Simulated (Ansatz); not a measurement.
# C₄H₁₃NSi: up Jacob's ladder to CCSD(T)

How much do the methods differ for C₄H₁₃NSi? The plan is to run it at one geometry with functionals of several rungs and with coupled cluster, and see how far each lands from CCSD(T) at the basis-set limit for the atomisation energy.

Computed with Ansatz 0.2.0, Gaussian basis. Level: functionals in def2-TZVPP, the program's frozen cores in correlated methods.

Plan: LDA (SPW92), PBE-D4, revPBE-D4, BLYP-D4, r2SCAN-D4, B97M-V, PBE0-D4, B3LYP-D4, r2SCANh-D4, r2SCAN0-D4, HSE06-D4, BHLYP-D4, CAM-B3LYP-D4, LC-ωPBE, ωB97X-V, ωB97M-V, B2PLYP, PBE-QIDH; CCSD(T)/def2-SVP; CCSD(T)/def2-TZVPP; MP2/def2-QZVPP; extrapolation to the limit; RPA on PBE.

### Step 1. The geometry

All runs share one geometry, relaxed beforehand with PBE0-D4 in a triple-zeta def2 set.

SMILES `CN(C)[SiH](C)C`, 19 atoms, charge 0, spin multiplicity 1.

Atoms are counted from 1 here; the program's logs count them from 0.

Bond lengths: C1–N2 1.440 Å, C1–H7 1.098 Å, C1–H8 1.102 Å, C1–H9 1.092 Å, N2–C3 1.441 Å, N2–Si4 1.727 Å, C3–H10 1.093 Å, C3–H11 1.102 Å, C3–H12 1.098 Å, Si4–C5 1.876 Å, Si4–C6 1.869 Å, Si4–H13 1.492 Å, C5–H14 1.093 Å, C5–H15 1.094 Å, C5–H16 1.094 Å, C6–H17 1.092 Å, C6–H18 1.093 Å, C6–H19 1.094 Å. Angles: N2–C1–H7 110.6°, N2–C1–H8 112.8°, N2–C1–H9 110.8°, H7–C1–H8 107.2°, H7–C1–H9 107.4°, H8–C1–H9 107.8°, C1–N2–C3 113.1°, C1–N2–Si4 122.1°, C3–N2–Si4 120.3°, N2–C3–H10 110.4°, N2–C3–H11 112.9°, N2–C3–H12 110.7°, H10–C3–H11 107.9°, H10–C3–H12 107.6°, H11–C3–H12 107.2°, N2–Si4–C5 114.2°, N2–Si4–C6 109.8°, N2–Si4–H13 105.4° and more.

### Step 2. LDA

This LDA is Slater exchange with PW92 correlation.

The input, in.yaml:

```yaml
crystal:
  periodic: [false, false, false]
  atoms:
    - {symbol: C, position_ang: [0.368494, -1.645496, 0.855262]}
    - {symbol: N, position_ang: [0.840375, -0.470959, 0.168321]}
    - {symbol: C, position_ang: [1.952877, -0.736111, -0.707897]}
    - {symbol: Si, position_ang: [-0.167435, 0.906342, -0.094639]}
    - {symbol: C, position_ang: [-1.390354, 0.707524, -1.502803]}
    - {symbol: C, position_ang: [-1.099451, 1.315747, 1.472565]}
    - {symbol: H, position_ang: [1.174807, -2.096763, 1.448285]}
    - {symbol: H, position_ang: [-0.003495, -2.422156, 0.167964]}
    - {symbol: H, position_ang: [-0.440917, -1.393824, 1.543500]}
    - {symbol: H, position_ang: [2.303063, 0.190056, -1.169713]}
    - {symbol: H, position_ang: [1.702719, -1.442659, -1.515361]}
    - {symbol: H, position_ang: [2.793402, -1.166711, -0.147790]}
    - {symbol: H, position_ang: [0.764265, 2.015341, -0.453593]}
    - {symbol: H, position_ang: [-0.877964, 0.476387, -2.440342]}
    - {symbol: H, position_ang: [-2.098414, -0.101098, -1.299403]}
    - {symbol: H, position_ang: [-1.966057, 1.625311, -1.655116]}
    - {symbol: H, position_ang: [-0.423217, 1.398458, 2.326152]}
    - {symbol: H, position_ang: [-1.858249, 0.564274, 1.706020]}
    - {symbol: H, position_ang: [-1.616249, 2.272240, 1.355089]}
basis:
  gaussian: {orbitals: def2-TZVPP}
hamiltonian: {xc: lda}
output: {orbitals: {seedname: orbitals}}
```

Launch:

```bash
$ ansatz run in.yaml --threads 2 --pin off --events-out ev --progress --plain --max-ram 32768MiB --backend cuda --devices 0, --max-vram 18GiB
```

The runs that follow: PBE-D4 (GGA); revPBE-D4 (GGA); BLYP-D4 (GGA); r2SCAN-D4 (meta-GGA); B97M-V (meta-GGA); B3LYP-D4 (hybrid); r2SCANh-D4 (hybrid); r2SCAN0-D4 (hybrid); HSE06-D4 (hybrid); BHLYP-D4 (hybrid); CAM-B3LYP-D4 (range-separated); LC-ωPBE (range-separated); ωB97X-V (range-separated); ωB97M-V (range-separated); B2PLYP (double hybrid); PBE-QIDH (double hybrid); CCSD(T) in def2-SVP; CCSD(T) in def2-TZVPP; MP2 in def2-QZVPP; RPA on PBE orbitals.

Before running them: what should the planned runs give, taken together? Wanted: atomisation energy, CCSD(T)/CBS; farthest beyond LDA; mean size of error, GGA; mean size of error, meta-GGA; mean size of error, hybrid; mean size of error, range-separated; mean size of error, double hybrid; gap, smallest and largest; T1 diagnostic.

The runs gave:

| quantity | value |
| --- | --- |
| atomisation energy, CCSD(T)/CBS | 73.790 eV |
| functionals within 0.369 eV (0.5 %) | BLYP-D4, r2SCAN-D4, B97M-V, PBE0-D4, B3LYP-D4, r2SCANh-D4, HSE06-D4, LC-ωPBE, ωB97X-V, ωB97M-V, PBE-QIDH |
| farthest beyond LDA | BHLYP-D4 (-1.307 eV) |
| mean size of error, GGA | 0.561 eV |
| mean size of error, meta-GGA | 0.071 eV |
| mean size of error, hybrid | 0.464 eV |
| mean size of error, range-separated | 0.309 eV |
| mean size of error, double hybrid | 0.540 eV |
| gap, smallest and largest | 4.93 eV (BLYP-D4), 11.84 eV (LC-ωPBE) |
| T1 diagnostic | 0.0097 |
| triples share of the correlation energy | 3.7 % |

LDA overbinds by 9.386 eV (13 %). PBE-D4 is off by +0.946 eV. Double hybrids carry the basis error of their MP2 part in triple zeta, and no dispersion term here, so their miss is partly the set-up's. The rungs meta-GGA, range-separated miss on average by less than the doubt on the reference (0.369 eV), so they tie. The reference freezes the cores and leaves out relativity and excitations past (T), so misses under about 0.369 eV can't be ranked. Hartree-Fock recovers 75 % of the binding; the rest is correlation. CCSD(T) in def2-SVP is off by -3.606 eV, more than most functionals: a good method in a small basis is no reference. The gap grows from 4.9 to 11.8 eV across the functionals, mostly with the share of exact exchange.
